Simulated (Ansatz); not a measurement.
**CH₇SbSi: an energy map over bond length Si1–H5 and angle C2–Si1–H5**

A grid of calculations on CH7SbSi, SMILES [SiH3][CH2][SbH2], to see where the energy is lowest and how it rises around there.

Computed with Ansatz 0.2.0. Level: RKS PBE-D4/def2-TZVP.

### Step 1. The system as given

10 atoms, charge 0, spin multiplicity 1.

Atoms are counted from 1 here; the program's logs count them from 0.

Bond lengths: Si1–C2 1.886 Å, Si1–H4 1.510 Å, Si1–H5 1.505 Å, Si1–H6 1.505 Å, C2–Sb3 2.211 Å, C2–H7 1.110 Å, C2–H8 1.110 Å, Sb3–H9 1.738 Å, Sb3–H10 1.738 Å. Angles: C2–Si1–H4 111.5°, C2–Si1–H5 110.1°, C2–Si1–H6 110.1°, H4–Si1–H5 108.2°, H4–Si1–H6 108.2°, H5–Si1–H6 108.6°, Si1–C2–Sb3 114.5°, Si1–C2–H7 111.1°, Si1–C2–H8 111.1°, Sb3–C2–H7 106.3°, Sb3–C2–H8 106.3°, H7–C2–H8 107.2°, C2–Sb3–H9 93.2°, C2–Sb3–H10 93.2°, H9–Sb3–H10 90.0°.

Geometry (Å):

```mol
CH7SbSi
  3D, bonds by distance, orders not assigned

 10  9  0  0  0  0  0  0  0  0999 V2000
   -1.0598    0.2351   -0.6495 Si  0  0
    0.2769   -0.9576   -0.0601 C   0  0
    1.8368   -0.0318    1.2049 Sb  0  0
   -2.0890   -0.4642   -1.5053 H   0  0
   -0.4437    1.3405   -1.4647 H   0  0
   -1.7666    0.8447    0.5316 H   0  0
    0.8069   -1.4201   -0.9187 H   0  0
   -0.1601   -1.7830    0.5397 H   0  0
    0.6784    0.8382    2.1655 H   0  0
    2.0033    1.3471    0.1595 H   0  0
  1  2  8  0
  1  4  8  0
  1  5  8  0
  1  6  8  0
  2  3  8  0
  2  7  8  0
  2  8  8  0
  3  9  8  0
  3 10  8  0
M  END
```

This geometry comes from a loose relaxation at PBE in a small basis, which is not shown.

### Step 3. Plan of the scan

The axes are (1) bond length Si1–H5: 11 values from 1.227 to 2.244 Å; (2) angle C2–Si1–H5: 11 values from 65 to 155 °.

Nothing else is relaxed (all other coordinates rigid). Energies count from the relaxed molecule at the same level. Points are written as (first, second).

(The set-up runs are not shown.)

### Step 4. Point (1.532 Å, 110°)

input.yaml

```yaml
crystal:
  periodic: [false, false, false]
  atoms:
    - { symbol: Si, position_ang: [-1.054202, 0.232536, -0.646341] }
    - { symbol: C, position_ang: [0.273198, -0.955092, -0.061371] }
    - { symbol: Sb, position_ang: [1.820035, -0.03121, 1.195095] }
    - { symbol: H, position_ang: [-2.08004, -0.457863, -1.497426] }
    - { symbol: H, position_ang: [-0.423632, 1.356354, -1.474858] }
    - { symbol: H, position_ang: [-1.753616, 0.836922, 0.529699] }
    - { symbol: H, position_ang: [0.802295, -1.412627, -0.910392] }
    - { symbol: H, position_ang: [-0.157083, -1.772649, 0.53578] }
    - { symbol: H, position_ang: [0.674054, 0.835117, 2.156466] }
    - { symbol: H, position_ang: [1.995055, 1.341214, 0.158775] }
basis:
  gaussian: { orbitals: def2-TZVP }
hamiltonian:
  xc: pbe
  dispersion: d4
output:
  forces: true
```

Launch:

```bash
$ ansatz run input.yaml --threads 1 --pin off --max-ram 2560MiB --backend cpu --events-out ev --progress --plain --runs-dir out
```

The session goes on with these runs: the other points that were computed.

**Question.** What will these runs give? Wanted: lowest point; highest computed point; largest force on an atom.

**Answer**, as computed:

```
                       quantity                                                                       value
                   lowest point                                              (1.532 Å, 110°), 0.24 kcal/mol
         highest computed point                             (2.244 Å, 155°), 74.0 kcal/mol above the lowest
largest force on an atom (eV/Å)  0.6 at (1.532 Å, 110°) to 10.5 at (1.227 Å, 155°); 0.6 at the lowest point
        time for the whole task                                             12 min on 1 thread, shared host
```

In words: The lowest computed point is at (1.532 Å, 110°), 0.24 kcal/mol from the relaxed molecule at the same level. The grid is coarse, so the lowest point of the scanned range may lie between grid points; coordinates that were held can hide deeper minima. No other kind of well shows on this grid. The highest computed point, (2.244 Å, 155°), lies 74.0 kcal/mol above the lowest. Round the minimum the two coordinates are nearly uncoupled.
